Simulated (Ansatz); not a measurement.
# Zr2H3: a trial structure relaxed

Where does this trial cell of Zr2H3 go when cell and atoms are let free, and does the end survive a random kick?

Program: Ansatz 0.2.0. Level of theory: DFT PBE, scalar-relativistic, plane waves, PAW. These are calculated values, not measurements.

### 1 The structure to begin with

The structure is trigonal, space group P-3m1 (No. 164). Conventional cell: a = 3.820 Å, b = 3.820 Å, c = 4.690 Å, α = 90.00°, β = 90.00°, γ = 120.00°. Zr (site symmetry 3m) has 8 H at 2.29 to 2.40 Å as nearest neighbours. H (site symmetry -3m) is surrounded by 6 Zr at 2.32 Å. Around H (site symmetry 3m) lie 5 Zr at 2.29 to 2.40 Å.

Coordinates:

```
CELL_PARAMETERS angstrom
3.81963 0.00000 0.00000
-1.90982 3.30790 0.00000
0.00000 0.00000 4.69038
ATOMIC_POSITIONS crystal
Zr 0.33333 0.66667 0.15687
Zr 0.66667 0.33333 0.84313
H 0.00000 0.00000 0.00000
H 0.33333 0.66667 0.64493
H 0.66667 0.33333 0.35507
```

A structure generator made this guess: species swapped into a database cell of Al3Pd2 (P-3m1, No. 164), with H on the Al sites and Zr on the Pd sites. Lengths come from tabulated atomic sizes and are only a guess.

### 2 Probe: one point on a coarse mesh

The input, input.yaml:

```yaml
crystal:
  lattice:
    - [3.81963451, 0.0, 0.0]
    - [-1.90981725, 3.30790051, 0.0]
    - [0.0, 0.0, 4.69038406]
  atoms:
    - { symbol: Zr, position: [0.33333333, 0.66666667, 0.1568725] }
    - { symbol: Zr, position: [0.66666667, 0.33333333, 0.8431275] }
    - { symbol: H, position: [0.0, 0.0, 0.0] }
    - { symbol: H, position: [0.33333333, 0.66666667, 0.64492893] }
    - { symbol: H, position: [0.66666667, 0.33333333, 0.35507107] }
basis:
  ecutwfc: 420
kpoints:
  mp_grid: { grid: [6, 6, 4] }
hamiltonian:
  xc: pbe
scf:
  occupations: { method: gaussian, width: 0.1 }
  lower_state_search: "off"
output:
  forces: true
  stress: true
  eigenvalues: true
```

Started as:

```sh
$ ansatz run input.yaml --threads 1 --pin off --max-ram 2560MiB --backend cpu --events-out ev --progress --plain --runs-dir out
```

Further runs follow: rough relaxation on the coarse mesh; spin check on a coarse mesh; full relaxation; kick test: the unmoved cell on a coarse mesh; random kick, then relaxation.

What does the calculation give? Wanted: conventional cell; volume; energy over the elements; gap on the mesh.

The runs gave:

```
                                                              quantity                                                                       value
                                symmetry at the end (tolerance 0.05 Å)                                                 space group P-3m1 (No. 164)
                                                     conventional cell  a = 3.248 Å, b = 3.248 Å, c = 5.705 Å, α = 90.00°, β = 90.00°, γ = 120.00°
                                                                volume                                                               10.43 Å³/atom
energy over the elements (uncorrected; H, N, O, F and Cl as molecules)                                                               -0.43 eV/atom
                                                       gap on the mesh                                                                none (metal)
```

In words: The space group P-3m1 (No. 164) is kept, and the volume per atom shrinks by 12.0 % from the first guess. It lies below the elements, which doesn't yet make it stable: competing phases were not computed in this session. The kick test gives no clear verdict at this accuracy. Other magnetic orders were not searched.
